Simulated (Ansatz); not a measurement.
# Alloy of GaAs and InP (14 of 32 As sites, 14 of 32 Ga sites exchanged), 64 atoms

Wanted: the relaxed alloy cell and its gap (PBEsol, HSE06 and r²SCAN).

Method: density functional theory in Ansatz 0.2.0, PAW datasets, plane waves.

**1. Starting point**

64 atoms (18 Ga, 14 In, 18 As, 14 P); a = 11.512 Å, b = 11.512 Å, c = 11.512 Å, α = 90.00°, β = 90.00°, γ = 90.00°. All atoms were shaken off their sites by about 0.02 Å along each axis.

Steps to follow: (2) PBEsol cell relaxation at the single k point (½, ½, ½), on 1 × NVIDIA GB300 Max-Q with 8 threads of Arm Neoverse-V2; (3) HSE06 single point at the Γ point alone, on 1 × NVIDIA GB300 Max-Q with 8 threads of Arm Neoverse-V2; (4) r²SCAN single point at the Γ point alone, on 1 × NVIDIA GB300 Max-Q with 8 threads of Arm Neoverse-V2.

**2. Relaxing cell and atoms with PBEsol**

in.yaml reads:

```yaml
crystal:
  lattice:
    - [11.511849, 0.000000, 0.000000]
    - [0.000000, 11.511849, 0.000000]
    - [0.000000, 0.000000, 11.511849]
  atoms:
    - { symbol: Ga, position: [0.001016, 0.997112, 0.999195] }
    - { symbol: Ga, position: [0.999630, 0.994649, 0.498506] }
    - { symbol: Ga, position: [0.499354, 0.999682, 0.499136] }
    - { symbol: Ga, position: [0.502596, 0.500283, 0.000641] }
    - { symbol: Ga, position: [0.499031, 0.501707, 0.501550] }
    - { symbol: Ga, position: [0.251145, 0.248310, 0.498024] }
    - { symbol: Ga, position: [0.250427, 0.749268, 0.499031] }
    - { symbol: Ga, position: [0.749013, 0.248528, 0.999085] }
    - { symbol: Ga, position: [0.748694, 0.250756, 0.496804] }
    - { symbol: Ga, position: [0.747958, 0.750584, 0.001043] }
    - { symbol: Ga, position: [0.748937, 0.751046, 0.501027] }
    - { symbol: Ga, position: [0.251524, 0.499812, 0.250287] }
    - { symbol: Ga, position: [0.749150, 0.000682, 0.750336] }
    - { symbol: Ga, position: [0.752603, 0.500889, 0.251989] }
    - { symbol: Ga, position: [0.997690, 0.249179, 0.251044] }
    - { symbol: Ga, position: [0.997105, 0.749129, 0.750122] }
    - { symbol: Ga, position: [0.501627, 0.248235, 0.747438] }
    - { symbol: Ga, position: [0.500853, 0.750687, 0.248841] }
    - { symbol: In, position: [0.001648, 0.501482, 0.000532] }
    - { symbol: In, position: [0.999934, 0.497268, 0.499215] }
    - { symbol: In, position: [0.497630, 0.001794, 0.998965] }
    - { symbol: In, position: [0.249123, 0.249606, 0.000191] }
    - { symbol: In, position: [0.251314, 0.747895, 0.001216] }
    - { symbol: In, position: [0.251780, 0.001201, 0.249815] }
    - { symbol: In, position: [0.248335, 0.998964, 0.744771] }
    - { symbol: In, position: [0.248916, 0.499221, 0.748815] }
    - { symbol: In, position: [0.751691, 0.999846, 0.248216] }
    - { symbol: In, position: [0.746674, 0.500765, 0.748991] }
    - { symbol: In, position: [0.000425, 0.249078, 0.750629] }
    - { symbol: In, position: [0.000631, 0.748323, 0.251351] }
    - { symbol: In, position: [0.498307, 0.250402, 0.250194] }
    - { symbol: In, position: [0.500954, 0.751446, 0.750566] }
    - { symbol: As, position: [0.125789, 0.124539, 0.123976] }
    - { symbol: As, position: [0.128651, 0.128225, 0.625583] }
    - { symbol: As, position: [0.124918, 0.624155, 0.623486] }
    - { symbol: As, position: [0.625804, 0.122531, 0.122446] }
    - { symbol: As, position: [0.624053, 0.625127, 0.123608] }
    - { symbol: As, position: [0.877637, 0.374343, 0.122826] }
    - { symbol: As, position: [0.872599, 0.876054, 0.624085] }
    - { symbol: As, position: [0.375702, 0.126413, 0.876131] }
    - { symbol: As, position: [0.875179, 0.125547, 0.374146] }
    - { symbol: As, position: [0.873203, 0.124333, 0.875081] }
    - { symbol: As, position: [0.874721, 0.624757, 0.375225] }
    - { symbol: As, position: [0.876372, 0.625968, 0.874571] }
    - { symbol: As, position: [0.124772, 0.376272, 0.374823] }
    - { symbol: As, position: [0.125001, 0.373594, 0.874888] }
    - { symbol: As, position: [0.125775, 0.876523, 0.373131] }
    - { symbol: As, position: [0.626394, 0.376176, 0.372762] }
    - { symbol: As, position: [0.626042, 0.373646, 0.874282] }
    - { symbol: As, position: [0.623984, 0.872965, 0.375812] }
    - { symbol: P, position: [0.123724, 0.624110, 0.127859] }
    - { symbol: P, position: [0.624732, 0.127540, 0.627320] }
    - { symbol: P, position: [0.623340, 0.626676, 0.623155] }
    - { symbol: P, position: [0.376737, 0.374216, 0.126290] }
    - { symbol: P, position: [0.373543, 0.375097, 0.624026] }
    - { symbol: P, position: [0.378660, 0.877521, 0.125075] }
    - { symbol: P, position: [0.373595, 0.878020, 0.626876] }
    - { symbol: P, position: [0.875118, 0.374504, 0.626156] }
    - { symbol: P, position: [0.877009, 0.870682, 0.122161] }
    - { symbol: P, position: [0.378733, 0.121826, 0.375778] }
    - { symbol: P, position: [0.379430, 0.624438, 0.376177] }
    - { symbol: P, position: [0.375992, 0.624143, 0.872577] }
    - { symbol: P, position: [0.126887, 0.873238, 0.874935] }
    - { symbol: P, position: [0.623917, 0.876205, 0.875997] }
kpoints:
  mp_grid: { grid: [1, 1, 1], shift: [0.5, 0.5, 0.5] }
hamiltonian:
  xc: pbesol
scf:
  occupations: { method: fermi_dirac, width: 0.01 }
relax:
  f_tol: 0.03
  max_steps: 80
  escape_saddle: false
  adjacent_minimum: "off"
  cell: { fix: [shape] }
output:
  forces: true
  eigenvalues: true
  populations: true
```

After this run come: Single point with HSE06; Single point with r²SCAN.

Before running it: what results should come out? Wanted: for each run, top filled to lowest empty.

The runs gave:

| level | time | k points | top filled to lowest empty (eV) |
| --- | --- | --- | --- |
| PBEsol, relaxation | 7.9 s (GPU) | (½, ½, ½) | 1.53 |
| HSE06 | 46 s (GPU) | Γ | 1.27 |
| r²SCAN | 6.3 s (GPU) | Γ | 0.84 |

```
     quantity                                                                         value
   relaxation                                              5 recorded steps, 3.65 eV gained
largest shift                                                0.21 Å (As45 and others alike)
 relaxed cell  a = 11.518 Å, b = 11.518 Å, c = 11.518 Å, α = 90.00°, β = 90.00°, γ = 90.00°
   mean bonds                            As–Ga 2.470, As–In 2.603, Ga–P 2.389, In–P 2.538 Å
```

**Reading.** The relaxation lowers the energy by 3.65 eV; the largest shift is 0.21 Å (As45 and others alike), while the volume changes by +0.2 %. The mean lengths of the listed bonds run from Ga–P 2.39 Å to As–In 2.60 Å. At the same k points, r²SCAN gives a spacing 0.43 eV smaller than the 1.27 eV of HSE06. Rows on different k points differ by sampling as well as by level. The price of HSE06 is about 7.3 times the time of r²SCAN here. Spin–orbit coupling is left out, which matters for the band edges of the heavier elements here. With one k point the spacing samples only the states that fold onto it, so it can exceed the gap over the zone.
